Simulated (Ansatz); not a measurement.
# C₂H₉AsSi: a ladder of functionals and wavefunction methods

The task here is to estimate one member of a computed series from the others.

The runs use Ansatz 0.2.0, Gaussian basis; functionals in def2-TZVPP, the program's frozen cores in correlated methods.

Plan: LDA (SPW92), PBE-D4, revPBE-D4, BLYP-D4, r2SCAN-D4, B97M-V, PBE0-D4, B3LYP-D4, r2SCANh-D4, r2SCAN0-D4, HSE06-D4, BHLYP-D4, CAM-B3LYP-D4, LC-ωPBE, ωB97X-V, ωB97M-V, B2PLYP, PBE-QIDH; CCSD(T)/def2-SVP; CCSD(T)/def2-TZVPP; MP2/def2-QZVPP; extrapolation to the limit; RPA on PBE.

## The relaxed structure

The geometry comes from an earlier relaxation with PBE0-D4 in a triple-zeta def2 set; it is a stationary point, not always the lowest conformer.

SMILES `CC[AsH][SiH3]`, 13 atoms, charge 0, spin multiplicity 1.

Atoms are counted from 1 here; the program's logs count them from 0.

Bond lengths: C1–C2 1.518 Å, C1–H5 1.094 Å, C1–H6 1.093 Å, C1–H7 1.093 Å, C2–As3 1.989 Å, C2–H8 1.093 Å, C2–H9 1.091 Å, As3–Si4 2.359 Å, As3–H10 1.526 Å, Si4–H11 1.487 Å, Si4–H12 1.489 Å, Si4–H13 1.488 Å. Angles: C2–C1–H5 110.9°, C2–C1–H6 111.3°, C2–C1–H7 111.5°, H5–C1–H6 107.6°, H5–C1–H7 107.8°, H6–C1–H7 107.6°, C1–C2–As3 111.3°, C1–C2–H8 110.8°, C1–C2–H9 111.3°, As3–C2–H8 105.9°, As3–C2–H9 109.8°, H8–C2–H9 107.5°, C2–As3–Si4 96.7°, C2–As3–H10 95.8°, Si4–As3–H10 92.0°, As3–Si4–H11 109.6°, As3–Si4–H12 112.5°, As3–Si4–H13 108.6° and more.

Set-up of the first run:

Contents of in.yaml:

```yaml
crystal:
  periodic: [false, false, false]
  atoms:
    - {symbol: C, position_ang: [-0.327119, 2.191691, -0.195157]}
    - {symbol: C, position_ang: [-0.347361, 0.763719, 0.319084]}
    - {symbol: As, position_ang: [1.227206, -0.260420, -0.333855]}
    - {symbol: Si, position_ang: [0.435255, -2.398329, 0.273220]}
    - {symbol: H, position_ang: [-1.168566, 2.763738, 0.206054]}
    - {symbol: H, position_ang: [-0.396790, 2.222361, -1.285284]}
    - {symbol: H, position_ang: [0.593094, 2.706698, 0.091178]}
    - {symbol: H, position_ang: [-0.286473, 0.742488, 1.410163]}
    - {symbol: H, position_ang: [-1.266830, 0.251935, 0.031300]}
    - {symbol: H, position_ang: [0.724552, -0.421513, -1.765483]}
    - {symbol: H, position_ang: [1.260242, -3.441749, -0.390946]}
    - {symbol: H, position_ang: [-0.993701, -2.601856, -0.092565]}
    - {symbol: H, position_ang: [0.566693, -2.553563, 1.747089]}
basis:
  gaussian: {orbitals: def2-TZVPP}
hamiltonian: {xc: lda}
output: {orbitals: {seedname: orbitals}}
```

Among the steps run: LDA; PBE-D4 (GGA); revPBE-D4 (GGA); BLYP-D4 (GGA); r2SCAN-D4 (meta-GGA); B97M-V (meta-GGA); PBE0-D4 (hybrid); B3LYP-D4 (hybrid); r2SCANh-D4 (hybrid); r2SCAN0-D4 (hybrid); HSE06-D4 (hybrid); BHLYP-D4 (hybrid); CAM-B3LYP-D4 (range-separated); LC-ωPBE-D4 (range-separated; the results give it without D4); ωB97X-V (range-separated); ωB97M-V (range-separated); B2PLYP (double hybrid); PBE-QIDH (double hybrid).

One table of the session follows, with a row left open; its other results are not shown here.

It belongs to the step «Orbital energies across the functionals». 

| functional | HOMO (eV) | gap (eV) |
| --- | --- | --- |
| LDA (SPW92) | -6.08 | 5.14 |
| PBE-D4 | -5.96 | 5.24 |
| revPBE-D4 | -5.91 | 5.29 |
| BLYP-D4 | -5.82 | 5.21 |
| r2SCAN-D4 | -6.19 | 5.77 |
| B97M-V | -6.28 | 5.68 |
| PBE0-D4 | -7.00 | 7.08 |
| B3LYP-D4 | -6.80 | 6.67 |
| r2SCANh-D4 | -6.58 | 6.44 |
| r2SCAN0-D4 | -7.15 | 7.43 |
| HSE06-D4 | ? | ? |
| BHLYP-D4 | -7.91 | 8.81 |
| CAM-B3LYP-D4 | -8.24 | 9.27 |
| LC-ωPBE | -9.52 | 11.70 |
| ωB97X-V | -9.20 | 11.23 |
| ωB97M-V | -9.08 | 10.82 |

Estimate the missing values for HSE06-D4.

**Answer.** HOMO (eV): -6.60; gap (eV): 6.32. In the column «HOMO (eV)» it lies between B3LYP-D4 (-6.80) and r2SCANh-D4 (-6.58).
